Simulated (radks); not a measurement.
# Valence configurations of In⁺

Aim: which of several valence configurations of In⁺ lies lowest at this level, and whether it is the one NIST lists ([Kr] 4d10 5s2).

Program: radks (a radial shooting solver on a logarithmic mesh, Libxc functionals) version 1. Level of theory: scalar-relativistic Kohn-Sham, PBE, spin-polarised, spherical densities, point nucleus; open shells are filled with parallel spins first. These are calculated values, not measurements, unless marked.

## (1) What is computed

| Quantity | Value |
| --- | --- |
| element | indium (Z = 49) |
| charge | +1 |
| electrons | 48 |
| configuration | [Kr] 4d10 5s2 |
| others tried | 4d9.5 5s2 5p0.5; 4d9 5s2 5p1; 4d10 5s1 5p1; 4d10 5s1.5 5p0.5; 4d10 5p2; 4d8 5s2 5p2; 4d9.5 5s1 5p1.5; 4d7 5s2 5p3 |

Outer shells as boxes (Hund's rule):

In⁺
```
[Kr] core
4d [↑↓][↑↓][↑↓][↑↓][↑↓]
5s [↑↓]
```

In the logs a row gives level, spin channel, occupation and eigenvalue; Etot, Ekin, Encl (electron-nucleus), Eh (Hartree) and Exc are energies, all in hartree; err is the last residual, it the number of iterations.

## (2) [Kr] 4d10 5s2

The run's settings:

```text
Z 49
configuration [Kr] 4d10 5s2
relativity scalar-relativistic
functional pbe,pbe
spin polarised
nucleus point
c 137.035999084
```

Run with:

```
$ python run_ks.py task.json out
```

The same process makes all the runs of this session.

Log:

```text
1s      1   1.0000       -1020.23091211
2s      1   1.0000        -152.99127268
2p      1   3.0000        -137.34330466
3s      1   1.0000         -29.25359346
3p      1   3.0000         -24.12953524
3d      1   5.0000         -16.17605627
4s      1   1.0000          -4.67171266
4p      1   3.0000          -3.14569821
4d      1   5.0000          -0.95816598
5s      1   1.0000          -0.54849627
1s      2   1.0000       -1020.23091211
2s      2   1.0000        -152.99127268
2p      2   3.0000        -137.34330466
3s      2   1.0000         -29.25359346
3p      2   3.0000         -24.12953524
3d      2   5.0000         -16.17605627
4s      2   1.0000          -4.67171266
4p      2   3.0000          -3.14569821
4d      2   5.0000          -0.95816598
5s      2   1.0000          -0.54849627
Etot -5881.438906106389
Ekin 6130.374137205411
Encl -14208.042126979024
Eh 2355.555726414369
Exc -159.32664274714546
err 6.626079541405742e-09
it 13
```

Wall time 0.2 s (1 thread of Arm Neoverse V2, shared host); peak memory 0.24 GiB.

The top filled level is 5s, -14.925 eV.

From the orbitals of this run (lengths in bohr):

```tsv
level	occupation	energy (eV)	<r>	outermost maximum (interpolated)	90 % within	nodes
2p	6	-3737.3	0.1122	0.0869	0.183	0
3s	2	-796.03	0.3486	0.316	0.513	2
3p	6	-656.60	0.3471	0.309	0.522	1
3d	10	-440.17	0.3243	0.258	0.512	0
4s	2	-127.12	0.8481	0.770	1.23	3
4p	6	-85.599	0.9219	0.816	1.36	2
4d	10	-26.073	1.178	0.931	1.85	1
5s	2	-14.925	2.482	2.11	3.67	4
```

Radial density 4πr²ρ:

```tsv
r (bohr)	4πr²ρ (e/bohr)
0.00103	1.525
0.00157	3.191
0.00242	6.577
0.00369	12.81
0.00569	23.59
0.00869	38.82
0.0134	55.23
0.0205	63.06
0.0313	57.71
0.0482	56.17
0.0736	74.74
0.113	74.93
0.173	54.96
0.267	65.59
0.408	38.90
0.623	19.31
0.960	19.94
1.47	7.538
2.26	2.003
3.45	0.4270
5.32	0.02577
```

## (3) [Kr] 4d9.5 5s2 5p0.5

The run's settings:

```text
Z 49
configuration [Kr] 4d9.5 5s2 5p0.5
relativity scalar-relativistic
functional pbe,pbe
spin polarised
nucleus point
c 137.035999084
```

Log:

```text
1s      1   1.0000       -1020.37060566
2s      1   1.0000        -153.13880047
2p      1   3.0000        -137.49003847
3s      1   1.0000         -29.39681071
3p      1   3.0000         -24.27293348
3d      1   5.0000         -16.32086128
4s      1   1.0000          -4.80897445
4p      1   3.0000          -3.27862972
4d      1   5.0000          -1.07549283
5s      1   1.0000          -0.60350554
5p      1   0.5000          -0.35004436
1s      2   1.0000       -1020.37025842
2s      2   1.0000        -153.13441219
2p      2   3.0000        -137.48652334
3s      2   1.0000         -29.39446340
3p      2   3.0000         -24.27023385
3d      2   5.0000         -16.31680018
4s      2   1.0000          -4.79300046
4p      2   3.0000          -3.26238387
4d      2   4.5000          -1.05889290
5s      2   1.0000          -0.58520231
5p      2   0.0000          -0.33241619
Etot -5881.099726064891
Ekin 6130.065739522197
Encl -14201.349712384792
Eh 2349.3159636212513
Exc -159.13171682354687
err 5.418225870487594e-10
it 15
```

It took 0.23 s on 1 thread of Arm Neoverse V2, shared host; peak memory 0.24 GiB.

Energy against step 2 ([Kr] 4d10 5s2): +9.230 eV. 5p up is the highest filled level (-9.525 eV).

## (4) [Kr] 4d9 5s2 5p1

The run's settings:

```text
Z 49
configuration [Kr] 4d9 5s2 5p1
relativity scalar-relativistic
functional pbe,pbe
spin polarised
nucleus point
c 137.035999084
```

Log:

```text
1s      1   1.0000       -1020.51076619
2s      1   1.0000        -153.28759606
2p      1   3.0000        -137.63798922
3s      1   1.0000         -29.54057737
3p      1   3.0000         -24.41689693
3d      1   5.0000         -16.46639328
4s      1   1.0000          -4.94517793
4p      1   3.0000          -3.41014917
4d      1   5.0000          -1.19117787
5s      1   1.0000          -0.65492213
5p      1   1.0000          -0.38697757
1s      2   1.0000       -1020.50998360
2s      2   1.0000        -153.27849233
2p      2   3.0000        -137.63066746
3s      2   1.0000         -29.53566601
3p      2   3.0000         -24.41124839
3d      2   5.0000         -16.45793227
4s      2   1.0000          -4.91201937
4p      2   3.0000          -3.37647856
4d      2   4.0000          -1.15702540
5s      2   1.0000          -0.61883527
5p      2   0.0000          -0.35273421
Etot -5880.730071988533
Ekin 6129.728846962609
Encl -14194.648152915599
Eh 2343.1356109484364
Exc -158.94637698398003
err 1.1139296758602447e-09
it 14
```

It took 0.23 s on 1 thread of Arm Neoverse V2, shared host; peak memory 0.24 GiB.

E − E(step 2, [Kr] 4d10 5s2) = +19.288 eV. Highest occupied level: 5p up at -10.530 eV.

## (5) [Kr] 4d10 5s1 5p1

The run's settings:

```text
Z 49
configuration [Kr] 4d10 5s1 5p1
relativity scalar-relativistic
functional pbe,pbe
spin polarised
nucleus point
c 137.035999084
```

Log:

```text
1s      1   1.0000       -1020.28658222
2s      1   1.0000        -153.04484349
2p      1   3.0000        -137.39702160
3s      1   1.0000         -29.30866071
3p      1   3.0000         -24.18461737
3d      1   5.0000         -16.23086090
4s      1   1.0000          -4.72852470
4p      1   3.0000          -3.20294474
4d      1   5.0000          -1.01744403
5s      1   1.0000          -0.60901063
5p      1   1.0000          -0.36109257
1s      2   1.0000       -1020.28474984
2s      2   1.0000        -153.04442021
2p      2   3.0000        -137.39617740
3s      2   1.0000         -29.30716663
3p      2   3.0000         -24.18304385
3d      2   5.0000         -16.22956295
4s      2   1.0000          -4.72544868
4p      2   3.0000          -3.19871920
4d      2   5.0000          -1.00385209
5s      2   0.0000          -0.54828790
5p      2   0.0000          -0.29657397
Etot -5881.226043302144
Ekin 6130.139194941731
Encl -14205.055547339898
Eh 2352.986069549982
Exc -159.2957604539585
err 1.239017516065594e-09
it 15
```

It took 0.23 s on 1 thread of Arm Neoverse V2, shared host; peak memory 0.24 GiB.

E − E(step 2, [Kr] 4d10 5s2) = +5.792 eV. The top filled level is 5p up, -9.826 eV.

## (6) [Kr] 4d10 5s1.5 5p0.5

The run's settings:

```text
Z 49
configuration [Kr] 4d10 5s1.5 5p0.5
relativity scalar-relativistic
functional pbe,pbe
spin polarised
nucleus point
c 137.035999084
```

Log:

```text
1s      1   1.0000       -1020.26050843
2s      1   1.0000        -153.01977694
2p      1   3.0000        -137.37188737
3s      1   1.0000         -29.28279923
3p      1   3.0000         -24.15874743
3d      1   5.0000         -16.20513076
4s      1   1.0000          -4.70167426
4p      1   3.0000          -3.17587649
4d      1   5.0000          -0.98937593
5s      1   1.0000          -0.58073815
5p      1   0.5000          -0.33774970
1s      2   1.0000       -1020.25962476
2s      2   1.0000        -153.01959250
2p      2   3.0000        -137.37149646
3s      2   1.0000         -29.28208857
3p      2   3.0000         -24.15800033
3d      2   5.0000         -16.20452310
4s      2   1.0000          -4.70030309
4p      2   3.0000          -3.17397598
4d      2   5.0000          -0.98281317
5s      2   0.5000          -0.55031726
5p      2   0.0000          -0.30767255
Etot -5881.326216778995
Ekin 6130.249597640909
Encl -14206.464998366642
Eh 2354.190577349126
Exc -159.30139340238847
err 8.577956693700768e-10
it 15
```

Run time: 0.24 s. Hardware: 1 thread of Arm Neoverse V2, shared host; peak memory 0.24 GiB.

E − E(step 2, [Kr] 4d10 5s2) = +3.066 eV. 5p up is the highest filled level (-9.191 eV).

## (7) [Kr] 4d10 5p2

The run's settings:

```text
Z 49
configuration [Kr] 4d10 5p2
relativity scalar-relativistic
functional pbe,pbe
spin polarised
nucleus point
c 137.035999084
```

Log:

```text
1s      1   1.0000       -1020.34296512
2s      1   1.0000        -153.09988166
2p      1   3.0000        -137.45209791
3s      1   1.0000         -29.36442594
3p      1   3.0000         -24.24038941
3d      1   5.0000         -16.28655542
4s      1   1.0000          -4.78485022
4p      1   3.0000          -3.25889227
4d      1   5.0000          -1.06942096
5p      1   2.0000          -0.38759221
1s      2   1.0000       -1020.34160022
2s      2   1.0000        -153.09970188
2p      2   3.0000        -137.45129449
3s      2   1.0000         -29.36338536
3p      2   3.0000         -24.23920455
3d      2   5.0000         -16.28555294
4s      2   1.0000          -4.78233109
4p      2   3.0000          -3.25572454
4d      2   5.0000          -1.05956325
5p      2   0.0000          -0.32441779
Etot -5880.976058857363
Ekin 6129.859684027206
Encl -14201.960269921414
Eh 2350.360013258157
Exc -159.23548622131113
err 2.680700050135176e-09
it 14
```

Run time: 0.21 s. Hardware: 1 thread of Arm Neoverse V2, shared host; peak memory 0.24 GiB.

E − E(step 2, [Kr] 4d10 5s2) = +12.595 eV. 5p up is the highest filled level (-10.547 eV).

## (8) [Kr] 4d8 5s2 5p2

The run's settings:

```text
Z 49
configuration [Kr] 4d8 5s2 5p2
relativity scalar-relativistic
functional pbe,pbe
spin polarised
nucleus point
c 137.035999084
```

Log:

```text
1s      1   1.0000       -1020.79411732
2s      1   1.0000        -153.59053418
2p      1   3.0000        -137.93909843
3s      1   1.0000         -29.83124048
3p      1   3.0000         -24.70799963
3d      1   5.0000         -16.76111589
4s      1   1.0000          -5.21578807
4p      1   3.0000          -3.67048847
4d      1   5.0000          -1.41963454
5s      1   1.0000          -0.74964987
5p      1   2.0000          -0.45399364
1s      2   1.0000       -1020.79220181
2s      2   1.0000        -153.57104506
2p      2   3.0000        -137.92331078
3s      2   1.0000         -29.82056486
3p      2   3.0000         -24.69572085
3d      2   5.0000         -16.74286283
4s      2   1.0000          -5.14455864
4p      2   3.0000          -3.59833611
4d      2   3.0000          -1.34719986
5s      2   1.0000          -0.67900730
5p      2   0.0000          -0.38816776
Etot -5879.898618184657
Ekin 6128.970133824354
Encl -14181.137853984812
Eh 2330.874760276796
Exc -158.60565830099532
err 8.440263830970749e-10
it 14
```

Wall time 0.21 s (1 thread of Arm Neoverse V2, shared host); peak memory 0.24 GiB.

Energy against step 2 ([Kr] 4d10 5s2): +41.913 eV. 5p up is the highest filled level (-12.354 eV).

## (9) [Kr] 4d9.5 5s1 5p1.5

The run's settings:

```text
Z 49
configuration [Kr] 4d9.5 5s1 5p1.5
relativity scalar-relativistic
functional pbe,pbe
spin polarised
nucleus point
c 137.035999084
```

Log:

```text
1s      1   1.0000       -1020.42085980
2s      1   1.0000        -153.18729505
2p      1   3.0000        -137.53864580
3s      1   1.0000         -29.44680341
3p      1   3.0000         -24.32295219
3d      1   5.0000         -16.37064411
4s      1   1.0000          -4.86075715
4p      1   3.0000          -3.33071224
4d      1   5.0000          -1.12917440
5s      1   1.0000          -0.65765128
5p      1   1.5000          -0.39521932
1s      2   1.0000       -1020.41847207
2s      2   1.0000        -153.18222957
2p      2   3.0000        -137.53402044
3s      2   1.0000         -29.44269038
3p      2   3.0000         -24.31837869
3d      2   5.0000         -16.36494753
4s      2   1.0000          -4.84069541
4p      2   3.0000          -3.30921302
4d      2   4.5000          -1.09851948
5s      2   0.0000          -0.58022150
5p      2   0.0000          -0.31482486
Etot -5880.889585152015
Ekin 6129.834076366511
Encl -14198.614570443067
Eh 2347.0151228621307
Exc -159.12421393758893
err 1.6083674716503324e-09
it 14
```

Wall time 0.22 s (1 thread of Arm Neoverse V2, shared host); peak memory 0.24 GiB.

Energy against step 2 ([Kr] 4d10 5s2): +14.948 eV. The top filled level is 5p up, -10.754 eV.

## (10) [Kr] 4d7 5s2 5p3

The run's settings:

```text
Z 49
configuration [Kr] 4d7 5s2 5p3
relativity scalar-relativistic
functional pbe,pbe
spin polarised
nucleus point
c 137.035999084
```

Log:

```text
1s      1   1.0000       -1021.08301492
2s      1   1.0000        -153.90197851
2p      1   3.0000        -138.24854507
3s      1   1.0000         -30.12739060
3p      1   3.0000         -25.00464902
3d      1   5.0000         -17.06202359
4s      1   1.0000          -5.48528747
4p      1   3.0000          -3.92873765
4d      1   5.0000          -1.64617399
5s      1   1.0000          -0.83679629
5p      1   3.0000          -0.51484156
1s      2   1.0000       -1021.07962140
2s      2   1.0000        -153.87085147
2p      2   3.0000        -138.22317199
3s      2   1.0000         -30.11011116
3p      2   3.0000         -24.98477210
3d      2   5.0000         -17.03267027
4s      2   1.0000          -5.37070011
4p      2   3.0000          -3.81286965
4d      2   2.0000          -1.53066756
5s      2   1.0000          -0.73216218
5p      2   0.0000          -0.41876156
Etot -5878.944159940996
Ekin 6128.0988831585355
Encl -14167.409038698705
Eh 2318.6740586010487
Exc -158.30806300187493
err 6.470612865510691e-10
it 14
```

Run time: 0.22 s. Hardware: 1 thread of Arm Neoverse V2, shared host; peak memory 0.24 GiB.

Energy against step 2 ([Kr] 4d10 5s2): +67.886 eV. 5p up is the highest filled level (-14.010 eV).

## (11) What came out

```tsv
valence	E − E(NIST configuration) (eV)	moment (μB)	highest level	its energy (eV)	1s shift (eV)
4d10 5s2	0.000	0	5s	-14.925	+0.00
4d10 5s1.5 5p0.5	3.066	1	5p up	-9.191	-0.81
4d10 5s1 5p1	5.792	2	5p up	-9.826	-1.51
4d9.5 5s2 5p0.5	9.230	1	5p up	-9.525	-3.80
4d10 5p2	12.595	2	5p up	-10.547	-3.05
4d9.5 5s1 5p1.5	14.948	3	5p up	-10.754	-5.17
4d9 5s2 5p1	19.288	2	5p up	-10.530	-7.62
4d8 5s2 5p2	41.913	4	5p up	-12.354	-15.33
4d7 5s2 5p3	67.886	6	5p up	-14.010	-23.19
```

In words: The NIST configuration is the lowest of those tried, 3.066 eV under 4d10 5s1.5 5p0.5. The energies are those of spherical high-spin densities, not of single terms. The 1s eigenvalue shifts by up to 23.19 eV as the valence charge is rearranged.
